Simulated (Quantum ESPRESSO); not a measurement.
A run of Quantum ESPRESSO 7.5:

The input pw.in:

```
&CONTROL
  calculation = 'scf'
  prefix = 'pwscf'
  outdir = './tmp'
  pseudo_dir = './pseudo'
  tprnfor = .true.
  tstress = .true.
  disk_io = 'nowf'
  forc_conv_thr = 0.0001
/
&SYSTEM
  ibrav = 0
  nat = 1
  ntyp = 1
  ecutwfc = 56
  ecutrho = 450
  nbnd = 12
  occupations = 'smearing'
  smearing = 'mp'
  degauss = 0.01469973
/
&ELECTRONS
  conv_thr = 2d-10
  electron_maxstep = 120
  mixing_beta = 0.5
/
ATOMIC_SPECIES
V     50.9415 v_pbesol_v1.4.uspp.F.UPF
CELL_PARAMETERS angstrom
  -1.4866834350    1.4866834350    1.4792870000
   1.4866834350   -1.4866834350    1.4792870000
   1.4718905650    1.4718905650   -1.4792870000
ATOMIC_POSITIONS crystal
V      0.0000000000    0.0000000000    0.0000000000
K_POINTS automatic
32 32 32 0 0 0
```

Potentials or basis: GBRV 1.5 PBEsol.

The run is started by

```bash
$ OMP_NUM_THREADS=1 mpirun -n 4 pw.x -nk 4 -in pw.in > pw.out
```

Hardware: 4 MPI ranks on Intel(R) Xeon(R) 6975P-C (Granite Rapids), on a shared host.

Estimate the wall time of this run.

It took 51 s on 4 MPI ranks on Intel(R) Xeon(R) 6975P-C (Granite Rapids), on a shared host, peak memory 0.76 GiB a rank. Counts: scf iterations 7, k pools 4, bands 12, k points 4505, g dense 14095.
